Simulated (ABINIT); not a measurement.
Crystal: GaF.

```
Ga F
1.0
     3.16592    0.00000    0.00000
     0.00000    3.16592    0.00000
     0.00000    0.00000    3.16592
Ga F
1 1
Direct
  0.00000 0.00000 0.00000
  0.50000 0.50000 0.50000
```

The cell was built by a generator and needn't be a form met in nature.

Base run:

| Item | Value |
| --- | --- |
| Program | ABINIT 10.8.3 (patched build) |
| Functional | LDA-Teter |
| Potentials or basis | PseudoDojo NC SR LDA v0.4.1 standard |
| Cutoff | 1143 eV |
| k mesh | 6 × 6 × 6 |
| Occupations | fermi-dirac, width 0.05 eV |
| Spin | no spin polarisation |

Its results: pressure -6.3 GPa.

Q: The run is repeated on the same cell with these changes: k mesh from 6 × 6 × 6 to 4 × 4 × 4, shifted; occupations from fermi-dirac, width 0.05 eV to fixed. What comes out?

A: Pressure -6.8 GPa.

Caveats: some runs use coarse meshes; the cell is more than 3 GPa from zero pressure, which shifts response properties (some runs).

Not every run made on this cell is shown here.
